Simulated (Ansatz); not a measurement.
# CH₇ClOSi₂: a ladder of functionals and wavefunction methods

An exercise on one series of results from a longer session: the logs are not shown, and one member is left open.

The runs use Ansatz 0.2.0, Gaussian basis; functionals in def2-TZVPP, the program's frozen cores in correlated methods.

Levels to be run: LDA (SPW92), PBE-D4, revPBE-D4, BLYP-D4, r2SCAN-D4, B97M-V, PBE0-D4, B3LYP-D4, r2SCANh-D4, r2SCAN0-D4, HSE06-D4, BHLYP-D4, CAM-B3LYP-D4, LC-ωPBE, ωB97X-V, ωB97M-V, B2PLYP, PBE-QIDH; CCSD(T)/def2-SVP; CCSD(T)/def2-TZVPP; MP2/def2-QZVPP; extrapolation to the limit; RPA on PBE.

## The relaxed structure

All runs share one geometry, relaxed beforehand with PBE0-D4 in a triple-zeta def2 set.

12 atoms, charge 0, spin multiplicity 1.

Atoms are counted from 1 here; the program's logs count them from 0.

Bond lengths: O1–Si2 1.655 Å, O1–H6 0.958 Å, Si2–Si3 2.353 Å, Si2–H7 1.489 Å, Si2–H8 1.485 Å, Si3–C4 1.891 Å, Si3–H9 1.489 Å, Si3–H10 1.492 Å, C4–Cl5 1.789 Å, C4–H11 1.090 Å, C4–H12 1.090 Å. Angles: Si2–O1–H6 117.6°, O1–Si2–Si3 111.9°, O1–Si2–H7 111.0°, O1–Si2–H8 105.5°, Si3–Si2–H7 110.0°, Si3–Si2–H8 109.1°, H7–Si2–H8 109.1°, Si2–Si3–C4 109.5°, Si2–Si3–H9 111.7°, Si2–Si3–H10 111.0°, C4–Si3–H9 108.5°, C4–Si3–H10 108.1°, H9–Si3–H10 108.0°, Si3–C4–Cl5 109.0°, Si3–C4–H11 111.7°, Si3–C4–H12 112.7°, Cl5–C4–H11 107.3°, Cl5–C4–H12 107.5° and more.

Coordinates:

```xyz
12
CH7ClOSi2
O    -2.1331   -0.0254    1.9208
Si   -1.4843    0.1741    0.4112
Si    0.8018   -0.3788    0.3565
C     1.5986    0.3841   -1.1799
Cl    0.6621   -0.1047   -2.6238
H    -2.2310   -0.9204    2.2473
H    -2.2274   -0.6289   -0.5993
H    -1.6423    1.6173    0.0982
H     1.0101   -1.8528    0.3140
H     1.5083    0.1529    1.5584
H     1.5878    1.4736   -1.1406
H     2.6265    0.0537   -1.3289
```

The first run:

in.yaml

```yaml
crystal:
  periodic: [false, false, false]
  atoms:
    - {symbol: O, position_ang: [-2.133105, -0.025379, 1.920822]}
    - {symbol: Si, position_ang: [-1.484297, 0.174091, 0.411179]}
    - {symbol: Si, position_ang: [0.801815, -0.378788, 0.356474]}
    - {symbol: C, position_ang: [1.598579, 0.384109, -1.179907]}
    - {symbol: Cl, position_ang: [0.662140, -0.104706, -2.623773]}
    - {symbol: H, position_ang: [-2.231034, -0.920378, 2.247319]}
    - {symbol: H, position_ang: [-2.227369, -0.628924, -0.599260]}
    - {symbol: H, position_ang: [-1.642331, 1.617332, 0.098173]}
    - {symbol: H, position_ang: [1.010060, -1.852772, 0.314036]}
    - {symbol: H, position_ang: [1.508299, 0.152850, 1.558424]}
    - {symbol: H, position_ang: [1.587771, 1.473610, -1.140646]}
    - {symbol: H, position_ang: [2.626472, 0.053654, -1.328941]}
basis:
  gaussian: {orbitals: def2-TZVPP}
hamiltonian: {xc: lda}
output: {orbitals: {seedname: orbitals}}
```

Command:

```console
ansatz run in.yaml --threads 4 --pin off --events-out ev --progress --plain --max-ram 10444MiB
```

Steps of the session up to this table: LDA; PBE-D4 (GGA); revPBE-D4 (GGA); BLYP-D4 (GGA); r2SCAN-D4 (meta-GGA); B97M-V (meta-GGA); PBE0-D4 (hybrid); B3LYP-D4 (hybrid); r2SCANh-D4 (hybrid); r2SCAN0-D4 (hybrid); HSE06-D4 (hybrid); BHLYP-D4 (hybrid); CAM-B3LYP-D4 (range-separated); LC-ωPBE (range-separated); ωB97X-V (range-separated); ωB97M-V (range-separated); B2PLYP (double hybrid); PBE-QIDH (double hybrid).

One of the session's tables, all rows but one given; the rest of the session is left out.

It belongs to the step «Frontier levels by functional». 

| functional | HOMO (eV) | gap (eV) |
| --- | --- | --- |
| LDA (SPW92) | -6.61 | 4.87 |
| PBE-D4 | -6.51 | 5.00 |
| revPBE-D4 | -6.47 | 5.07 |
| BLYP-D4 | -6.40 | 5.03 |
| r2SCAN-D4 | -6.81 | 5.61 |
| B97M-V | -6.91 | 5.49 |
| PBE0-D4 | -7.77 | 7.09 |
| B3LYP-D4 | -7.57 | 6.70 |
| r2SCANh-D4 | -7.27 | 6.35 |
| r2SCAN0-D4 | -7.95 | 7.46 |
| HSE06-D4 | ? | ? |
| BHLYP-D4 | -8.92 | 9.10 |
| CAM-B3LYP-D4 | -9.09 | 9.40 |
| LC-ωPBE | -10.39 | 11.85 |
| ωB97X-V | -10.07 | 11.38 |
| ωB97M-V | -9.86 | 10.84 |

Q: Estimate the row for HSE06-D4 from the others.

The run gave: HOMO (eV): -7.37; gap (eV): 6.32. In the column «HOMO (eV)» it lies between B3LYP-D4 (-7.57) and r2SCANh-D4 (-7.27).
